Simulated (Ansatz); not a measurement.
# YZn: strong compression

Aim: compress YZn step by step, far beyond the usual range, and follow pressure and electronic structure. The runs shown use PAW. Its runs: atoms relaxed at the given volume (PAW); volume scaled by 1 (PAW); atoms relaxed at 0.85 of the volume (PAW); volume scaled by 0.85 (PAW); atoms relaxed at 0.55 of the volume (PAW); volume scaled by 0.55 (PAW); atoms relaxed at 0.4 of the volume (PAW); volume scaled by 0.4 (PAW).

Method: DFT, LDA, PAW with Ansatz's default frozen-core files, scalar-relativistic, in Ansatz 0.2.0.

## 1. The system as given

It takes space group Fm-3m (No. 225, cubic). The conventional cell has a = 5.926 Å, b = 5.926 Å, c = 5.926 Å, α = 90.00°, β = 90.00°, γ = 90.00°. Y (site symmetry m-3m) is surrounded by 6 Zn at 2.96 Å. Around Zn (site symmetry m-3m) lie 6 Y at 2.96 Å.

As a file:

```xyz
2
Lattice="0.0000 2.9630 2.9630 2.9630 0.0000 2.9630 2.9630 2.9630 0.0000" Properties=species:S:1:pos:R:3 pbc="T T T"
Y     0.0000    0.0000    0.0000
Zn    2.9630    2.9630    2.9630
```

Whether this phase is the stable one at these pressures isn't tested.

Atoms are numbered in the order of the input: Y1, Zn2.

## 2. Atoms relaxed at the given volume, PAW

Contents of input.yaml:

```yaml
crystal:
  lattice:
    - [0.0, 2.962987, 2.962987]
    - [2.962987, 0.0, 2.962987]
    - [2.962987, 2.962987, 0.0]
  atoms:
    - { symbol: "Y", position: [0.0, 0.0, 0.0] }
    - { symbol: Zn, position: [0.5, 0.5, 0.5] }
kpoints:
  mp_grid: { grid: [11, 11, 11] }
scf:
  occupations: { method: fermi_dirac, width: 0.05 }
hamiltonian:
  xc: lda
  pseudopotentials: { kind: paw }
output:
  forces: true
  stress: true
  write_density: true
  write_potential: true
  elf: true
  volumetric_format: npy
relax:
  f_tol: 0.01
  max_steps: 30
```

On the command line:

```bash
> ansatz run input.yaml --threads 1 --pin off --max-ram 2048MiB --backend cpu --events-out ev --progress --plain --runs-dir out
```

The runs that follow: Volume scaled by 1, PAW; Atoms relaxed at 0.85 of the volume, PAW; Volume scaled by 0.85, PAW; Atoms relaxed at 0.55 of the volume, PAW; Volume scaled by 0.55, PAW; Atoms relaxed at 0.4 of the volume, PAW; Volume scaled by 0.4, PAW.

What does the calculation give? Wanted: PAW pressure at 0.4 of the volume; fitted bulk modulus at zero pressure.

As calculated:

```
                                  quantity      value
         PAW pressure at 0.4 of the volume  241.5 GPa
fitted bulk modulus at zero pressure (PAW)     66 GPa
                   its pressure derivative       3.68
```

What this shows: By PAW the pressure climbs to 242 GPa at 0.4 of the first volume. One third-order Birch-Murnaghan curve follows these points (B₀ = 66 GPa, B′ = 3.68, misfit at most 0.42 GPa). A fit over so wide a range leans to the high pressures, so B₀ can be off by several per cent. No all-electron run checks these rows here, and frozen cores can fail under such compression. The ions are at rest, and the electrons smeared by 0.05 eV.
